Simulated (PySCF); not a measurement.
**[Y(H2O)3]3+: other functionals and bases at one geometry**

Aim: see how levels, charges and forces of [Y(H2O)3]3+ depend on the level of theory. It is a constructed species; whether it can be made isn't addressed.

Program: PySCF 2.14.0. Level of theory: several levels, as the steps say, no spin–orbit coupling. These are calculated values, not measurements.

1 further run of the same task is left out (for a known fault of the program).

## 1. The system as given

10 atoms, charge 3, spin multiplicity 1.

Bond lengths: Y1–O2 2.229 Å, Y1–O5 2.229 Å, Y1–O8 2.229 Å, O2–H3 0.988 Å, O2–H4 0.988 Å, O5–H6 0.988 Å, O5–H7 0.988 Å, O8–H9 0.988 Å, O8–H10 0.988 Å. Angles: O2–Y1–O5 120.0°, O2–Y1–O8 120.0°, O5–Y1–O8 120.0°, Y1–O2–H3 128.5°, Y1–O2–H4 128.5°, H3–O2–H4 102.9°, Y1–O5–H6 128.5°, Y1–O5–H7 128.5°, H6–O5–H7 102.9°, Y1–O8–H9 128.5°, Y1–O8–H10 128.5°, H9–O8–H10 102.9°.

Coordinates:

```xyz
10

Y     0.00000    0.00000    0.00000
O     2.22860   -0.00002    0.00000
H     2.84420   -0.00002    0.77307
H     2.84420   -0.00002   -0.77307
O    -1.11428    1.93003    0.00000
H    -1.42208    2.46316    0.77307
H    -1.42208    2.46316   -0.77307
O    -1.11431   -1.93001    0.00000
H    -1.42212   -2.46314    0.77307
H    -1.42212   -2.46314   -0.77307
```

Formal oxidation states: Y +3. An earlier session relaxed this geometry at PBE0, Y def2-SVP with ECP28, O def2-SVP, H def2-SVP (singlet, point group D3h). Its vibrations showed it to be a saddle point, relaxed within its symmetry.

At PBE0 on the finer grid: E = -266.094449 Eh, HOMO -25.29 eV, LUMO -17.63 eV, Mulliken charge on Y1 +1.89 e, largest force component 0.002 eV/Å. 

Levels to run: B3LYP; wB97X. Hardware: 2 threads of Intel Xeon at 2.50GHz (Skylake/Cascade Lake), shared host.

## 2. B3LYP

Input file run.py (the lines that set the calculation):

```python
mol = gto.M(atom='''
Y      0.00000     0.00000     0.00000
O      2.22860    -0.00002     0.00000
H      2.84420    -0.00002     0.77307
H      2.84420    -0.00002    -0.77307
O     -1.11428     1.93003     0.00000
H     -1.42208     2.46316     0.77307
H     -1.42208     2.46316    -0.77307
O     -1.11431    -1.93001     0.00000
H     -1.42212    -2.46314     0.77307
H     -1.42212    -2.46314    -0.77307''',
    basis={'Y': 'def2-SVP', 'O': 'def2-SVP', 'H': 'def2-SVP'},
    ecp={'Y': 'def2-SVP'},
    charge=3, spin=0)
mf = dft.RKS(mol, xc='B3LYP')
mf.grids.atom_grid = (75, 302)
mf = mf.density_fit()  # fitting sets: Y def2-universal-JKFIT, O def2-universal-JKFIT, H def2-universal-JKFIT
mf.conv_tol = 1e-08; mf.max_cycle = 55
mf.kernel(dm0)  # dm0: the density of the relaxed state
```

Started as:

```bash
OMP_NUM_THREADS=2 python run.py
```

## 3. wB97X

run.py (the lines that set the calculation): that of step 2 with these lines changed.

```diff
@@ -14,3 +14,3 @@
     charge=3, spin=0)
-mf = dft.RKS(mol, xc='B3LYP')
+mf = dft.RKS(mol, xc='WB97X')
 mf.grids.atom_grid = (75, 302)
```

Q: Predict the outcome of this session. Wanted: for each run, HOMO; gap; charge on Y1; dipole; largest force.

As calculated:

| level | state | HOMO (eV) | gap (eV) | charge on Y1 (e) | dipole (D) | largest force (eV/Å) | basis functions | time |
| --- | --- | --- | --- | --- | --- | --- | --- | --- |
| PBE0 (relaxed here) | singlet | -25.29 | 7.66 | 1.89 | 0.00 | 0.00 | 103 | 25 s |
| B3LYP | singlet | -24.95 | 6.90 | 1.85 | 0.00 | 0.14 | 103 | 25 s |
| wB97X | singlet | -27.84 | 12.77 | 1.91 | 0.00 | 0.11 | 103 | 32 s |

Times are on 2 threads of Intel Xeon at 2.50GHz (Skylake/Cascade Lake), shared host; the first row also made further properties. The dipole of a charged species depends on the origin, so these sizes hold for this origin alone.

In one basis the HOMO–LUMO gap runs from 6.90 eV (B3LYP) to 12.77 eV (wB97X). The largest leftover force, 0.14 eV/Å with B3LYP, stands at a geometry relaxed at another level. The Mulliken charge on Y spans +1.85 to +1.91 e over the levels. Total energies of different levels can't be compared. Spin–orbit coupling is left out throughout.
